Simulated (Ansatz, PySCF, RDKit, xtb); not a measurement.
# C4H6BNO: which of the isomers drawn lies lowest?

Which of a sample of isomers of C4H6BNO is the most stable in the gas at 298.15 K, and what are its properties? The sample is small against all isomers, and the most stable one of this formula need not be in it.

The funnel: GFN2-xTB relaxations, single points with a density functional, relaxations at B3LYP-D3(BJ)/def2-SVP, harmonic vibrations (at GFN2-xTB), and a last energy at a higher level. All values are calculated.

## (1) Drawing up candidates

Isomers were taken from a list of plausible structures; this is a sample, not all of them. That gives 5 candidates.

| label | SMILES | spin |
| --- | --- | --- |
| c164 | Bc1ocnc1C | singlet |
| c473 | Bc1coc(C)n1 | singlet |
| c634 | Bc1nc(C)co1 | singlet |
| c708 | Bc1cnc(C)o1 | singlet |
| c900 | Bc1ncoc1C | singlet |

Candidates are built by distance geometry, with a force field where one applies, in up to four conformers (letters a to d).

**Question.** With final energies at CCSD(T)/def2-SVP + MP2/def2-TZVPP - MP2/def2-SVP, which structure will this search put lowest in free energy, and by what margin?

| quantity | value |
| --- | --- |
| lowest structure found | Bc1cnc(C)o1, singlet |
| next finalist | Bc1ocnc1C, singlet, 1.7 kcal/mol higher in G |
| share at equilibrium, among the finalists | 94.3 % |
| dipole moment (PBE0/def2-SVPD) | 1.51 D |
| HOMO energy (PBE0/def2-SVPD) | -7.58 eV |
| LUMO energy (PBE0/def2-SVPD) | -2.15 eV |
| HOMO–LUMO gap (PBE0/def2-SVPD) | 5.42 eV |
| lowest excitation (TD-PBE0/def2-SVPD) | 4.88 eV (f = 0.000) |
| strongest of the states computed, same level | 4.96 eV (f = 0.396) |
| lowest triplet excitation, same level, Tamm-Dancoff | 3.12 eV |
| vertical ionisation energy | 9.53 eV |
| vertical electron affinity | 0.43 eV |
| vertical triplet less singlet | +3.11 eV |

The lowest structure found is `Bc1cnc(C)o1`. The margin, 1.7 kcal/mol, is modest. GFN2-xTB, HF/STO-3G, r2SCAN-D4/def2-SVP, B3LYP-D3(BJ)/def2-SVP, HF/def2-SVP and MP2/def2-SVP already put its bonding pattern lowest among the structures in one piece. The search is not exhaustive (a finite list of starts, one conformer a finalist), so a lower isomer can't be ruled out. Only 5 drawn patterns were tried, so whole families of isomers are missing, and the result ranks this sample alone. The lowest isomer need not be the one that is made and kept in a bottle, which depends on barriers.
